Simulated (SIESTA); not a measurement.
**GeCN2 under changes of volume**

One of the cells (13.716 Å³/atom); the others are scaled copies at fixed shape and fractional positions:

```
CELL_PARAMETERS angstrom
1.79379 1.03565 4.92196
-1.79379 1.03565 4.92196
0.00000 -2.07129 4.92196
ATOMIC_POSITIONS crystal
Ge 0.00000 0.00000 0.00000
N 0.58390 0.58390 0.58390
N 0.41610 0.41610 0.41610
C 0.50000 0.50000 0.50000
```

The cell comes from a database or a generator and needn't be the stable form of this composition.

- Program: SIESTA 5.4.2
- Functional: LDA
- Potentials or basis: PseudoDojo 0.4 standard (LDA files)
- Basis: DZP (energy shift 0.003 Ry; two zetas on semicore shells)
- Grid cutoff: 800 Ry
- Energy shift: 0.003 Ry
- k mesh: 9 × 9 × 9
- Occupations: fermi-dirac, width 0.05 eV
- Spin: no spin polarisation

```csv
volume (Å³/atom),energy over the lowest point (meV/atom),pressure (GPa),gap on the mesh (eV),largest force (eV/Å)
12.893,?,?,?,?
13.167,4.24,4.0,0.94,2.952
13.441,0.00,1.0,0.98,2.256
13.716,0.70,-1.7,1.03,1.606
13.990,5.83,-4.2,1.07,0.996
14.264,14.97,-6.4,1.10,0.426
14.538,27.75,-8.5,1.13,0.107
```

Problem. What does the run at 12.893 Å³/atom give?

Solution. Energy over the lowest point 13.97 meV/atom; pressure 7.4 GPa; gap on the mesh 0.89 eV; largest force 3.698 eV/Å.

Worked out: A Birch-Murnaghan fit of order 3 (a polynomial in V^(-2/3)) to the other rows has its minimum at 13.54 Å³/atom with B0 = V·E''(V) = 137 GPa and B' = 4.0 at fixed shape and positions, which overstates the stiffness. It gives 13.91 meV/atom at 12.893 Å³/atom, against the run's 13.97, and -dE/dV = 7.4 GPa, against 7.4. A straight line through the other rows of the gap, of slope 1.95 eV per unit of ln V, extrapolates to 0.90 eV, against the run's 0.89.

Energies are extrapolated to zero smearing.

Caveats: an odd mesh through Γ misses points on the zone boundary, where band edges often lie; the basis of atomic orbitals isn't converged, which shifts pressures, moduli and gaps; forces of over 1 eV/Å show positions far from the minimum, so gaps and moduli don't describe the material at rest (some runs). Spin-orbit coupling on Ge is left out.
